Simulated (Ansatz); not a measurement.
# GeP: the cost of one run

Method: aug-cc-pVTZ, core rule «outside noble gas», up to 19 orbitals frozen; program: Ansatz 0.2.0, Gaussian basis.

Plan: UHF; CCSD(T) on ROHF; CCSD(T) on UHF; BCCD(T) on ROHF; CCSDT(Q) on ROHF; CCSDT(Q) on UHF; CASSCF and MRCISD+Q, 10 electrons in 8 orbitals; CASSCF and NEVPT2, 10 electrons in 8 orbitals.

4 further runs of the same task are left out: 4 set aside as unsound or not needed.

## 1. The system

The geometry is a PBE0/def2-TZVPD stationary point (not a proven minimum) of the parent state, kept for this charge and spin. No spin-orbit coupling is included. The filled d shell of Ge may be among the frozen orbitals whatever the setting's name suggests; the logs give the count.

2 atoms, charge -1, spin multiplicity 3.

Atoms are counted from 1 here; the program's logs count them from 0.

Bond lengths: Ge1–P2 2.064 Å.

## 2. UHF

in.yaml

```yaml
crystal:
  periodic: [false, false, false]
  atoms:
    - {symbol: Ge, position_ang: [0.000000, 0.000000, 0.000000]}
    - {symbol: P, position_ang: [0.000000, 0.000000, 2.064100]}
basis:
  gaussian: {orbitals: aug-cc-pVTZ}
total_charge: -1
magnetization: {spin_polarized: true, initial_magnetization: 2}
hamiltonian: {xc: hf}
output: {orbitals: {seedname: orbitals}}
```

The run is started by

```sh
$ ansatz run in.yaml --threads 1 --pin off --events-out ev --progress --plain --max-ram 4096MiB --backend cpu
```

**Question.** How long does this run take on 1 thread of AMD EPYC 7R13, shared host, and how much memory does it need?

About 35 s, with a peak of 0.38 GiB.
